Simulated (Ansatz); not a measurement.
Geometry optimisation, Ansatz, DFT PBEsol, scalar-relativistic, plane waves, PAW.

The input (input.yaml):

```yaml
crystal:
  lattice:
    - [5.7958, 0.0, 0.0]
    - [-2.8979, 5.01931, 0.0]
    - [0.0, 0.0, 20.07225]
  atoms:
    - { symbol: W, position: [0.0, 0.0, 0.04982003] }
    - { symbol: C, position: [0.33333333, 0.16666667, 0.12028796] }
    - { symbol: W, position: [0.0, 0.0, 0.19075589] }
    - { symbol: C, position: [0.33333333, 0.16666667, 0.26122383] }
    - { symbol: W, position: [0.0, 0.0, 0.33169176] }
    - { symbol: C, position: [0.33333333, 0.16666667, 0.4021597] }
    - { symbol: W, position: [0.0, 0.5, 0.04982003] }
    - { symbol: C, position: [0.33333334, 0.66666667, 0.12028796] }
    - { symbol: W, position: [0.0, 0.5, 0.19075589] }
    - { symbol: C, position: [0.33333334, 0.66666667, 0.26122383] }
    - { symbol: W, position: [0.0, 0.5, 0.33169176] }
    - { symbol: C, position: [0.33333334, 0.66666667, 0.4021597] }
    - { symbol: W, position: [0.5, 0.0, 0.04982003] }
    - { symbol: C, position: [0.83333333, 0.16666667, 0.12028796] }
    - { symbol: W, position: [0.5, 0.0, 0.19075589] }
    - { symbol: C, position: [0.83333333, 0.16666667, 0.26122383] }
    - { symbol: W, position: [0.5, 0.0, 0.33169176] }
    - { symbol: C, position: [0.83333333, 0.16666667, 0.4021597] }
    - { symbol: W, position: [0.5, 0.5, 0.04982003] }
    - { symbol: C, position: [0.83333334, 0.66666667, 0.12028796] }
    - { symbol: W, position: [0.5, 0.5, 0.19075589] }
    - { symbol: C, position: [0.83333334, 0.66666667, 0.26122383] }
    - { symbol: W, position: [0.5, 0.5, 0.33169176] }
    - { symbol: C, position: [0.83333334, 0.66666667, 0.4021597] }
    - { symbol: F, position: [0.0, 0.5, 0.44351032] }
    - { symbol: H, position: [0.0, 0.0, 0.43005891] }
basis:
  ecutwfc: 420.0
kpoints:
  mp_grid: { grid: [3, 3, 1] }
hamiltonian:
  xc: pbesol
  pseudopotentials: { kind: paw, azcp: { folder: soft_1 } }
scf:
  occupations: { method: gaussian, width: 0.1 }
  lower_state_search: "off"
relax:
  f_tol: 0.03
  max_steps: 60
  adjacent_minimum: "off"
  constraints: [{ sites: [0, 1, 6, 7, 12, 13, 18, 19] }]
```

Command:

```bash
$ ansatz run input.yaml --threads 4 --pin off --max-ram 10240MiB --backend cpu --events-out ev --progress --plain --runs-dir out
```

Question: Where does it end, and by what steps?

Answer: It converged. Limits of this set-up: coarse k mesh, thin slab, slab without dipole correction, no dispersion correction for a molecule that may bind weakly, PAW files made for another functional. After 15 steps the energy has fallen by 7.097 eV; F25 moved furthest, 1.64 Å. Parted: W5–H26 (1.97 → 2.74 Å), W11–F25 (2.24 → 3.02 Å). Joined: C6–H26 (1.76 → 1.10 Å), C12–F25 (1.87 → 1.33 Å).

```
step  energy less start (eV)  largest force component (eV/Å)  accepted
   0                  0.0000                           5.150       yes
   1                 -2.5238                           1.635       yes
   2                 -3.1012                           1.317       yes
   3                 -3.6429                           2.025       yes
   4                 -4.2112                           1.885       yes
   5                 -4.5907                           2.491       yes
   6                 -5.1611                           1.575       yes
   7                 -5.8623                           1.670       yes
   8                 -6.0999                           4.093       yes
   9                 -6.5633                           0.967       yes
  10                 -6.8023                           0.824       yes
  11                 -6.9695                           0.551       yes
  12                 -7.0708                           0.252       yes
  13                 -7.0952                           0.095       yes
  14                 -7.0967                           0.031       yes
  15                 -7.0970                           0.018       yes
```

```xyz
26
Lattice="5.7958 0.0000 0.0000 -2.8979 5.0193 0.0000 0.0000 0.0000 20.0723" Properties=species:S:1:pos:R:3
W 0.000 0.000 1.000
C 1.449 0.837 2.414
W 0.001 0.001 3.828
C 1.440 0.831 5.201
W -0.017 -0.010 6.715
C 1.458 0.842 7.905
W -1.449 2.510 1.000
C 0.000 3.346 2.414
W -1.445 2.512 3.826
C -0.010 3.341 5.206
W -1.469 2.498 6.710
C 0.023 3.359 7.930
W 2.898 0.000 1.000
C 4.347 0.837 2.414
W 2.899 -0.001 3.829
C 4.351 0.842 5.185
W 2.874 0.001 6.670
C 4.274 0.802 7.799
W 1.449 2.510 1.000
C 2.898 3.346 2.414
W 1.449 2.511 3.829
C 2.905 3.347 5.185
W 1.438 2.489 6.670
C 2.831 3.300 7.799
F -0.062 3.310 9.256
H 1.308 0.755 8.989
```

Time of the run: 110 s on 4 threads of Intel(R) Xeon(R) 6975P-C (Granite Rapids) (shared host), peak memory 1.6 GiB.
